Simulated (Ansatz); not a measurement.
# C6H16Cl2N2Ti: a ladder of functionals and wavefunction methods

The task here is to estimate one member of a computed series from the others.

Program: Ansatz 0.2.0, Gaussian basis. Level of theory: functionals in def2-TZVPP, the program's frozen cores in correlated methods. These are calculated values, not measurements.

Plan: LDA (SPW92), PBE-D4, revPBE-D4, BLYP-D4, r2SCAN-D4, B97M-V, PBE0-D4, B3LYP-D4, r2SCANh-D4, r2SCAN0-D4, HSE06-D4, BHLYP-D4, CAM-B3LYP-D4, LC-ωPBE, ωB97X-V, ωB97M-V, B2PLYP, PBE-QIDH; CCSD(T)/def2-SVP; CCSD(T)/def2-TZVPP; MP2/def2-QZVPP; extrapolation to the limit; RPA on PBE.

## The relaxed structure

An earlier PBE0-D4 in a triple-zeta def2 set relaxation fixed the geometry.

SMILES `CC(C)[NH][Ti]([Cl])([Cl])[NH]C(C)C`, 27 atoms, charge 0, spin multiplicity 1.

Atoms are counted from 1 here; the program's logs count them from 0.

Bond lengths: C1–C2 1.522 Å, C1–H12 1.093 Å, C1–H13 1.091 Å, C1–H14 1.094 Å, C2–C3 1.521 Å, C2–N4 1.451 Å, C2–H15 1.094 Å, C3–H16 1.095 Å, C3–H17 1.092 Å, C3–H18 1.093 Å, N4–Ti5 1.850 Å, N4–H19 1.020 Å, Ti5–Cl6 2.228 Å, Ti5–Cl7 2.224 Å, Ti5–N8 1.850 Å, N8–C9 1.455 Å, N8–H20 1.018 Å, C9–C10 1.517 Å and more. Angles: C2–C1–H12 110.8°, C2–C1–H13 110.7°, C2–C1–H14 110.6°, H12–C1–H13 108.7°, H12–C1–H14 107.9°, H13–C1–H14 108.1°, C1–C2–C3 111.6°, C1–C2–N4 110.8°, C1–C2–H15 108.3°, C3–C2–N4 110.8°, C3–C2–H15 108.8°, N4–C2–H15 106.3°, C2–C3–H16 110.5°, C2–C3–H17 111.0°, C2–C3–H18 110.9°, H16–C3–H17 108.0°, H16–C3–H18 107.8°, H17–C3–H18 108.6° and more.

The first run:

in.yaml reads:

```yaml
crystal:
  periodic: [false, false, false]
  atoms:
    - {symbol: C, position_ang: [-1.262327, -2.570791, -0.938564]}
    - {symbol: C, position_ang: [-1.132074, -1.312092, -0.092481]}
    - {symbol: C, position_ang: [-1.951985, -1.407971, 1.185525]}
    - {symbol: N, position_ang: [-1.504068, -0.135669, -0.856659]}
    - {symbol: Ti, position_ang: [-0.622242, 1.316879, -1.588084]}
    - {symbol: Cl, position_ang: [-1.701265, 3.172631, -0.991053]}
    - {symbol: Cl, position_ang: [-0.534253, 1.078078, -3.797394]}
    - {symbol: N, position_ang: [1.116562, 1.207192, -0.964669]}
    - {symbol: C, position_ang: [1.818569, 1.520407, 0.270127]}
    - {symbol: C, position_ang: [0.832017, 1.772618, 1.395210]}
    - {symbol: C, position_ang: [2.790176, 0.403487, 0.622176]}
    - {symbol: H, position_ang: [-0.936955, -3.451034, -0.378287]}
    - {symbol: H, position_ang: [-0.659888, -2.490132, -1.844835]}
    - {symbol: H, position_ang: [-2.303591, -2.727641, -1.236308]}
    - {symbol: H, position_ang: [-0.078399, -1.185404, 0.174097]}
    - {symbol: H, position_ang: [-3.013586, -1.535472, 0.951414]}
    - {symbol: H, position_ang: [-1.846041, -0.502993, 1.786674]}
    - {symbol: H, position_ang: [-1.637675, -2.264819, 1.786339]}
    - {symbol: H, position_ang: [-2.498863, -0.145995, -1.081006]}
    - {symbol: H, position_ang: [1.760875, 0.927257, -1.701008]}
    - {symbol: H, position_ang: [2.398680, 2.441420, 0.113767]}
    - {symbol: H, position_ang: [0.151655, 2.590917, 1.153013]}
    - {symbol: H, position_ang: [0.236381, 0.876950, 1.592330]}
    - {symbol: H, position_ang: [1.364427, 2.033895, 2.311617]}
    - {symbol: H, position_ang: [3.503113, 0.227724, -0.187655]}
    - {symbol: H, position_ang: [3.358391, 0.658699, 1.519759]}
    - {symbol: H, position_ang: [2.250668, -0.528639, 0.809353]}
basis:
  gaussian: {orbitals: def2-TZVPP}
hamiltonian: {xc: lda}
output: {orbitals: {seedname: orbitals}}
```

Launch:

```
> ansatz run in.yaml --threads 11 --pin off --events-out ev --progress --plain --max-ram 174080MiB --backend cuda --devices 0, --max-vram 75GiB
```

Among the steps run: LDA; PBE-D4 (GGA); revPBE-D4 (GGA); BLYP-D4 (GGA); r2SCAN-D4 (meta-GGA); B97M-V (meta-GGA); B3LYP-D4 (hybrid); r2SCANh-D4 (hybrid); r2SCAN0-D4 (hybrid); HSE06-D4 (hybrid); BHLYP-D4 (hybrid); CAM-B3LYP-D4 (range-separated); LC-ωPBE (range-separated); ωB97X-V (range-separated); ωB97M-V (range-separated); B2PLYP (double hybrid); PBE-QIDH (double hybrid).

One of the session's tables, all rows but one given; the rest of the session is left out.

It belongs to the step «Orbital energies across the functionals». 

| functional | HOMO (eV) | LUMO (eV) | gap (eV) |
| --- | --- | --- | --- |
| LDA (SPW92) | -6.13 | -3.27 | 2.86 |
| PBE-D4 | -5.95 | -3.03 | 2.93 |
| revPBE-D4 | -5.88 | -2.94 | 2.95 |
| BLYP-D4 | -5.82 | -2.91 | 2.91 |
| r2SCAN-D4 | -6.22 | -2.96 | 3.26 |
| B97M-V | -6.34 | -3.00 | 3.34 |
| PBE0-D4 | -7.25 | -2.06 | 5.19 |
| B3LYP-D4 | -7.02 | -2.31 | 4.71 |
| r2SCANh-D4 | -6.70 | -2.58 | 4.12 |
| r2SCAN0-D4 | -7.43 | -2.00 | 5.43 |
| HSE06-D4 | -6.85 | -2.44 | 4.41 |
| BHLYP-D4 | -8.44 | -0.91 | 7.54 |
| CAM-B3LYP-D4 | -8.61 | -0.97 | 7.64 |
| LC-ωPBE | -9.97 | 0.13 | 10.10 |
| ωB97X-V | ? | ? | ? |
| ωB97M-V | -9.51 | 0.08 | 9.59 |

**Question.** Estimate the row for ωB97X-V.

The run gave: HOMO (eV): -9.62; LUMO (eV): 0.10; gap (eV): 9.72. In the column «HOMO (eV)» it lies between LC-ωPBE (-9.97) and ωB97M-V (-9.51).
